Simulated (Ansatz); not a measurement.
**CH₇AlO₂Si: up Jacob's ladder to CCSD(T)**

An exercise on one series of results from a longer session: the logs are not shown, and one member is left open.

Method: functionals in def2-TZVPP, the program's frozen cores in correlated methods; program: Ansatz 0.2.0, Gaussian basis.

The runs, in order: PBE-D4, r2SCAN-D4, PBE0-D4, B3LYP-D4, ωB97X-V, ωB97M-V, B2PLYP; CCSD(T)/def2-TZVPP; MP2/def2-QZVPP; extrapolation to the limit.

## The relaxed structure

All runs share one geometry, relaxed beforehand with PBE0-D4 in a triple-zeta def2 set.

12 atoms, charge 0, spin multiplicity 1.

Atoms are counted from 1 here; the program's logs count them from 0.

Bond lengths: O1–Al2 1.703 Å, O1–H6 0.955 Å, Al2–C3 1.995 Å, Al2–H7 1.588 Å, C3–O4 1.451 Å, C3–H8 1.096 Å, C3–H9 1.094 Å, O4–Si5 1.628 Å, Si5–H10 1.479 Å, Si5–H11 1.526 Å, Si5–H12 1.485 Å. Angles: Al2–O1–H6 123.0°, O1–Al2–C3 116.5°, O1–Al2–H7 120.8°, C3–Al2–H7 121.6°, Al2–C3–O4 108.7°, Al2–C3–H8 113.5°, Al2–C3–H9 112.0°, O4–C3–H8 109.5°, O4–C3–H9 106.4°, H8–C3–H9 106.5°, C3–O4–Si5 114.1°, O4–Si5–H10 110.7°, O4–Si5–H11 105.1°, O4–Si5–H12 114.7°, H10–Si5–H11 109.4°, H10–Si5–H12 111.3°, H11–Si5–H12 105.2°.

The first run:

File in.yaml:

```yaml
crystal:
  periodic: [false, false, false]
  atoms:
    - {symbol: O, position_ang: [-2.510272, 0.207528, -0.191348]}
    - {symbol: Al, position_ang: [-0.980994, 0.891757, 0.112211]}
    - {symbol: C, position_ang: [0.459492, 0.472378, -1.202991]}
    - {symbol: O, position_ang: [1.625721, -0.000423, -0.480107]}
    - {symbol: Si, position_ang: [1.288955, -1.069361, 0.700489]}
    - {symbol: H, position_ang: [-3.287000, 0.418996, 0.323288]}
    - {symbol: H, position_ang: [-0.801963, 2.027429, 1.207222]}
    - {symbol: H, position_ang: [0.165521, -0.273094, -1.951179]}
    - {symbol: H, position_ang: [0.778438, 1.359607, -1.758264]}
    - {symbol: H, position_ang: [2.358340, -1.072405, 1.722097]}
    - {symbol: H, position_ang: [-0.011330, -0.573440, 1.327624]}
    - {symbol: H, position_ang: [0.991994, -2.444074, 0.224959]}
basis:
  gaussian: {orbitals: def2-TZVPP}
hamiltonian: {xc: pbe, dispersion: d4}
output: {forces: true, orbitals: {seedname: orbitals}}
```

Started as:

```console
ansatz run in.yaml --threads 4 --pin off --events-out ev --progress --plain --max-ram 10444MiB
```

Steps of the session up to this table: PBE-D4 (GGA); r2SCAN-D4 (meta-GGA); PBE0-D4 (hybrid); B3LYP-D4 (hybrid); ωB97X-V (range-separated); ωB97M-V (range-separated); B2PLYP (double hybrid); CCSD(T) in def2-TZVPP; MP2 in def2-QZVPP.

One table of the session follows, with a row left open; its other results are not shown here.

| method | atomisation energy (eV) |
| --- | --- |
| PBE-D4 | 43.183 |
| r2SCAN-D4 | 43.056 |
| PBE0-D4 | 42.476 |
| B3LYP-D4 | 42.850 |
| ωB97X-V | 43.161 |
| ωB97M-V | 43.120 |
| B2PLYP | 42.454 |
| HF/def2-TZVPP | 31.178 |
| MP2/def2-TZVPP | 42.594 |
| CCSD/def2-TZVPP | 41.383 |
| CCSD(T)/def2-TZVPP | 41.960 |
| MP2/CBS | 43.810 |
| CCSD(T)/CBS | ? |

Estimate the missing values for CCSD(T)/CBS.

As computed: atomisation energy (eV): 43.176. In the column «atomisation energy (eV)» it lies between ωB97X-V (43.161) and PBE-D4 (43.183).
